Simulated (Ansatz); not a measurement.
LaPd2:

```
La Pd
1.0
    -2.00387    2.00387    4.47173
     2.00387   -2.00387    4.47173
     2.00387    2.00387   -4.47173
La Pd
1 2
Direct
  0.00000 0.00000 0.00000
  0.25000 0.75000 0.50000
  0.75000 0.25000 0.50000
```

The cell comes from a database or a generator and needn't be the stable form of this composition.

* Program: Ansatz 0.2.0
* Task: relaxation of cell and atoms
* Functional: RPBE
* Potentials or basis: Ansatz PAW
* Cutoff: 420 eV (not typed: the program's choice for these potentials)
* k mesh: 9 × 9 × 9
* Occupations: fermi-dirac, width 0.05 eV
* Spin: no spin polarisation

At the start: volume 23.94 Å³/atom.

How do energy, volume and symmetry change on relaxing?

It ends after 5 steps and the volume is 24.59 Å³/atom (+2.7 %); space group I4/mmm (No. 139, to 0.05 Å).

Step by step:
```tsv
step	energy change (eV)	largest force (eV/Å)	volume (Å³)
1	0.0000	0.0000	71.83
2	-0.0026	0.0000	75.41
3	-0.0110	0.0000	73.84
4	-0.0111	0.0000	73.77
5	-0.0114	0.0000	73.77
```

Final structure:
```cif
data_structure
_symmetry_space_group_name_H-M 'P 1'
_symmetry_Int_Tables_number 1
_cell_length_a 5.3352
_cell_length_b 5.3352
_cell_length_c 5.3352
_cell_angle_alpha 135.416
_cell_angle_beta 135.416
_cell_angle_gamma 64.885
_cell_volume 73.77
loop_
_atom_site_label
_atom_site_type_symbol
_atom_site_fract_x
_atom_site_fract_y
_atom_site_fract_z
_atom_site_occupancy
La1 La 0.00000 0.00000 0.00000 1
Pd1 Pd 0.25000 0.75000 0.50000 1
Pd2 Pd 0.75000 0.25000 0.50000 1
```

Caveat: the plane-wave basis is chosen anew once the cell has moved, so the energies of steps on either side of that aren't comparable; the PAW data sets come from PBE, with cores solved anew for the run's functional, which leaves a small shift of forces and pressure.
